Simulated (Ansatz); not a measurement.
# ClFGeH2: the cost of one run

Method: RKS PBE/def2-SVP, in Ansatz 0.2.0.

## 1. The system as given

Bond lengths: Ge1–H2 1.550 Å, Ge1–Cl3 2.220 Å, Ge1–F4 1.679 Å, Ge1–H5 1.549 Å. Angles: H2–Ge1–Cl3 109.5°, H2–Ge1–F4 109.5°, H2–Ge1–H5 109.5°, Cl3–Ge1–F4 109.5°, Cl3–Ge1–H5 109.5°, F4–Ge1–H5 109.5°.

Coordinates:

```xyz
5

Ge    0.0000    0.0000    0.0000
H     0.0000    0.0000    1.5500
Cl    2.0935    0.0000   -0.7393
F    -0.7913    1.3709   -0.5594
H    -0.7300   -1.2648   -0.5162
```

## 2. Preparing the start

Input file input.yaml:

```yaml
crystal:
  periodic: [false, false, false]
  atoms:
    - { symbol: Ge, position_ang: [0.0, 0.0, 0.0] }
    - { symbol: H, position_ang: [0.0, 0.0, 1.55] }
    - { symbol: Cl, position_ang: [2.0935, 0.0, -0.7393] }
    - { symbol: F, position_ang: [-0.7913, 1.3709, -0.5594] }
    - { symbol: H, position_ang: [-0.73, -1.2648, -0.5162] }
basis:
  gaussian: { orbitals: def2-SVP }
hamiltonian:
  xc: pbe
relax:
  f_tol: 0.02
  max_steps: 40
output:
  orbitals: {}
```

Run with:

```console
ansatz run input.yaml --threads 1 --pin off --max-ram 2048MiB --backend cpu --events-out ev --progress --plain --runs-dir out
```

**Question.** How long does this run take on 1 thread of Arm Neoverse V1, shared host, and how much memory does it need?

About 10 s, with a peak of 0.14 GiB.
